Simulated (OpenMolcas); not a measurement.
# doublet CuOH+ at 6 levels

Wanted: a comparison of 6 runs (UHF/STO-3G, UHF/cc-pVTZ, UB3LYP/cc-pVTZ, UM06-2X/cc-pVTZ, UPBE/cc-pVTZ, UTPSS/cc-pVTZ) of doublet CuOH+. 

The results are computed with OpenMolcas 26.06.

### 1 The structure to begin with

CuOH+: 3 atoms, total charge +1, spin state doublet. As SMILES of the parent species, `[Cu]O`. The coordinates come from a PBE0-D4/def2-TZVP relaxation. That shape belongs to the parent species and isn't relaxed for this state.

Bond lengths: Cu1–O2 1.785 Å, O2–H3 0.962 Å. Angles: Cu1–O2–H3 109.0°.

### 2 A single-point energy at UHF/STO-3G (run 1)

The input, test.inp:

```
* CuHO Hartree-Fock
>>> EXPORT MOLCAS_PRINT=2

&gateway
 baslib=$CurrDir
 coord
 3
 angstrom
 Cu      -1.152790       0.285260      -0.596950
 O        0.412870       0.307820       0.260030
 H        0.739920      -0.593080       0.336920
 basis=STO-3G
 group=NoSym

&seward

&scf
 uhf
 charge=1
 spin=2
 thresholds=1e-10 1e-07 1e-07 1e-05
 prorbitals=1 2
```

The basis set STO-3G is read from a file made from the Basis Set Exchange's data (not shown).

Run with:

```bash
export MOLCAS_MEM=1860
pymolcas test.inp > test.log
```

The log of the run:

```text
--- Start Module: gateway ---
[...]
--- Stop Module: gateway /rc=_RC_ALL_IS_WELL_ ---
--- Start Module: seward ---
[...]
      Basis functions           24
--- Stop Module: seward /rc=_RC_ALL_IS_WELL_ ---
--- Start Module: scf ---
[...]
       Convergence after  93 Iterations
[...]
::    Total SCF energy                              -1694.6952725570
[...]
      Total spin, S                                     0.9563335309
[...]
      Total electronic charge=   37.000000
      Total            charge=    1.000000
[...]
      Dipole Moment (debye):
      Origin of the operator (angstrom)=   -0.8156    0.2787   -0.4137
                   X= -2.6198E-02               Y= -8.5952E-01               Z= -1.1122E-01           Total=  8.6708E-01
      Center of Charge (angstrom)
[...]
--- Stop Module: scf /rc=_RC_ALL_IS_WELL_ ---
[...]
```

It took 4.8 s on 1 thread of Intel Xeon Platinum 8259CL at 2.50GHz (Skylake/Cascade Lake), shared host; peak memory 0.37 GiB.

### 3 A single-point energy at UHF/cc-pVTZ (run 2)

The input, mol.xyz:

```xyz
3

Cu    -1.152790     0.285260    -0.596950
O      0.412870     0.307820     0.260030
H      0.739920    -0.593080     0.336920
```

The input, job.inp:

```
* CuHO Hartree-Fock
>>> EXPORT MOLCAS_PRINT=2

&GATEWAY
 BasLib=$CurrDir
 Coord=mol.xyz
 Basis=cc-pVTZ
 Group=NoSym

&SEWARD

&SCF
 UHF
 Charge=1
 Spin=2
 Thresholds=1e-10 1e-07 1e-07 1e-05
 PrOrbitals=0
```

The basis set cc-pVTZ is read from a file made from the Basis Set Exchange's data (not shown).

Run with:

```bash
export MOLCAS_MEM=1860
pymolcas job.inp > job.log
```

The log of the run:

```text
--- Start Module: gateway ---
[...]
--- Stop Module: gateway /rc=_RC_ALL_IS_WELL_ ---
--- Start Module: seward ---
[...]
      Basis functions          112
--- Stop Module: seward /rc=_RC_ALL_IS_WELL_ ---
[...]
--- Start Module: scf ---
[...]
       Convergence after  23 Iterations
[...]
::    Total SCF energy                              -1714.1586465664
[...]
      Total spin, S                                     0.5044734219
[...]
      Total electronic charge=   37.000000
      Total            charge=    1.000000
[...]
      Dipole Moment (debye):
      Origin of the operator (angstrom)=   -0.8156    0.2787   -0.4137
                   X= -1.0517E-01               Y= -1.7302E+00               Z= -2.5250E-01           Total=  1.7517E+00
      Center of Charge (angstrom)
[...]
--- Stop Module: scf /rc=_RC_ALL_IS_WELL_ ---
[...]
```

It took 27 s on 1 thread of Intel Xeon Platinum 8259CL at 2.50GHz (Skylake/Cascade Lake), shared host; peak memory 0.67 GiB.

Runs 3 to 5 aren't shown in full; the table further down has their settings and results.

### 4 The energy at UTPSS/cc-pVTZ (run 6)

The input, job.inp:

```
* CuHO Kohn-Sham DFT
>>> EXPORT MOLCAS_PRINT=2

&GATEWAY
 BasLib=$CurrDir
 Coord
 3
 bohr
 Cu    -2.17845738     0.53906327    -1.12807201
 O      0.78021123     0.58169550     0.49138548
 H      1.39824615    -1.12075877     0.63668653
 Basis=cc-pVTZ
 Group=NoSym

&SEWARD
 GridInput
 Grid=UltraFine
 End of Grid

&SCF
 UHF
 Charge=1
 Spin=2
 KSDFT=2
 1.0 MGGA_X_TPSS
 1.0 MGGA_C_TPSS
 Thresholds=1e-10 1e-07 1e-07 1e-05
 PrOrbitals=1 2
```

The basis set cc-pVTZ is read from a file made from the Basis Set Exchange's data (not shown).

Run with:

```bash
export MOLCAS_MEM=1860
pymolcas job.inp > job.log
```

The log of the run:

```text
--- Start Module: gateway ---
[...]
--- Stop Module: gateway /rc=_RC_ALL_IS_WELL_ ---
--- Start Module: seward ---
[...]
      Basis functions          112
--- Stop Module: seward /rc=_RC_ALL_IS_WELL_ ---
[...]
--- Start Module: scf ---
[...]
       Convergence after  22 Iterations
[...]
::    Total KS-DFT energy                           -1716.1192525319
[...]
      Total spin, S                                     0.5020284635
[...]
      Total electronic charge=   37.000000
      Total            charge=    1.000000
[...]
      Dipole Moment (debye):
      Origin of the operator (angstrom)=   -0.8156    0.2787   -0.4137
                   X= -1.2233E+00               Y= -1.4453E+00               Z= -8.3057E-01           Total=  2.0676E+00
      Center of Charge (angstrom)
[...]
--- Stop Module: scf /rc=_RC_ALL_IS_WELL_ ---
[...]
```

Run time: 89 s. Hardware: 1 thread of Intel Xeon Platinum 8259CL at 2.50GHz (Skylake/Cascade Lake), shared host; peak memory 0.67 GiB.

### 5 Overview of the runs

```tsv
run	level	integration grid	energy (Eh)	HOMO energy (eV)	LUMO energy (eV)	⟨S²⟩	wall time
1	UHF/STO-3G	–	-1694.695273	-15.69	-5.62	1.871	4.8 s
2	UHF/cc-pVTZ	–	-1714.158647	-19.46	-5.26	0.759	27 s
3	UB3LYP/cc-pVTZ	UltraFine	-1716.119899	-15.31	-12.17	0.757	69 s
4	UM06-2X/cc-pVTZ	UltraFine	-1715.981412	-17.38	-10.43	0.758	1.7 min
5	UPBE/cc-pVTZ	UltraFine	-1715.753735	-13.86	-13.37	0.753	66 s
6	UTPSS/cc-pVTZ	UltraFine	-1716.119253	-13.76	-13.00	0.754	89 s
```

### 6 What came out

| quantity | value |
| --- | --- |
| run 6: total energy | -1716.11925 Eh |
| run 6: HOMO energy (highest over α and β) | -13.76 eV |
| run 6: LUMO energy (lowest over α and β) | -13.00 eV |
| run 6: ⟨S²⟩ | 0.754 |

In words: Totals of different functionals can't be ranked against each other. In run 1 the basis is minimal, so the values are rough. Spin contamination of the reference: run 1 ⟨S²⟩ = 1.87. Where it is this large, the reference is a mixture of spin states, and values that rest on it are in doubt. All runs together took 6 min, the longest 1.7 min.
